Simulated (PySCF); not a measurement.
# Ways to converge the SCF of Mg

Do solver options change the result for Mg, or only the number of cycles?

The runs use PySCF 2.14.0; each script names its method and basis.

3 further runs of the same task are left out: 3 that didn't finish.

## (1) The atom

Mg: 1 atom, charge 0, spin multiplicity 1.

## (2) The run that the others are compared with

File input.py:

```python
from pyscf import gto, dft
from pyscf.prop.polarizability import uhf as pol

mol = gto.M(
    atom='Mg 0 0 0',
    basis='pcseg-1',
    charge=0,
    spin=0,
    symmetry=True,
    verbose=4,
)
mf = dft.UKS(mol, xc='m062x')
mf = mf.density_fit(auxbasis='def2-universal-jkfit')
mf.kernel()
print('polarizability (a.u.)')
print(pol.Polarizability(mf).polarizability().round(4))
mf.dip_moment()
print('orbital energies (hartree):', [e[max(0, n-3):n+3].round(4) for e, n in zip(mf.mo_energy, mol.nelec)])
```

Command:

```sh
python input.py
```

Its log is not repeated here.

In short: E(SCF) = -200.040446 Eh, 4 cycles, α(xx, yy, zz) = 31.3, 31.3, 31.3 bohr³.

## (3) Initial guess vsap

Run 1 changes initial guess: minao → vsap.

File input.py:

```python
from pyscf import gto, dft
from pyscf.prop.polarizability import uhf as pol

mol = gto.M(
    atom='Mg 0 0 0',
    basis='pcseg-1',
    charge=0,
    spin=0,
    symmetry=True,
    verbose=4,
)
mf = dft.UKS(mol, xc='m062x')
mf = mf.density_fit(auxbasis='def2-universal-jkfit')
mf.init_guess = 'vsap'
mf.kernel()
print('polarizability (a.u.)')
print(pol.Polarizability(mf).polarizability().round(4))
mf.dip_moment()
print('orbital energies (hartree):', [e[max(0, n-3):n+3].round(4) for e, n in zip(mf.mo_energy, mol.nelec)])
```

Command:

```sh
python input.py
```

## (4) DIIS space 20

Run 2 changes DIIS space: default → 20.

input.py: that of step 2 with these lines changed.

```diff
@@ -13,2 +13,3 @@
 mf = mf.density_fit(auxbasis='def2-universal-jkfit')
+mf.diis_space = 20
 mf.kernel()
```

## (5) Convergence threshold 0.001 hartree

Run 3 changes convergence threshold: default → 0.001 hartree.

input.py: that of step 2 with these lines changed.

```diff
@@ -13,2 +13,3 @@
 mf = mf.density_fit(auxbasis='def2-universal-jkfit')
+mf.conv_tol = 0.001
 mf.kernel()
```

## (6) Second-order solver on

Run 4 changes second-order solver: off → on.

input.py: that of step 2 with these lines changed.

```diff
@@ -13,2 +13,3 @@
 mf = mf.density_fit(auxbasis='def2-universal-jkfit')
+mf = mf.newton()
 mf.kernel()
```

Q: Predict the outcome of this session. Wanted: for each run, E(SCF); from base; gap.

The runs gave:

```
                                run  E(SCF) (hartree)  from base (eV)   cycles  gap (eV)
                               base       -200.040446               0        4      7.91
                 initial guess vsap       -200.040446          0.0000        4      7.91
                      DIIS space 20       -200.040446          0.0000        4      7.91
convergence threshold 0.001 hartree       -200.040446          0.0000        2      7.91
             second-order solver on       -200.040446          0.0000  2 macro      7.91
```

Distance from each run's final energy (log10 hartree) by cycle:

```
               run  cycle 1  cycle 2  cycle 3  cycle 5  cycle 8  cycle 12
              base     -6.1     -8.5    -10.7     done     done      done
initial guess vsap     -4.9     -7.3     -9.6     done     done      done
     DIIS space 20     -6.1     -8.5    -10.7     done     done      done
```

The SCF energy stays the same, to the digits that matter, with initial guess vsap or DIIS space 20 or convergence threshold 0.001 hartree or second-order solver on. With initial guess vsap, DIIS space 20 the path hardly changes: 4 cycles against 4. The cycles with DIIS space 20 repeat those of the base digit for digit, so the setting never acted.
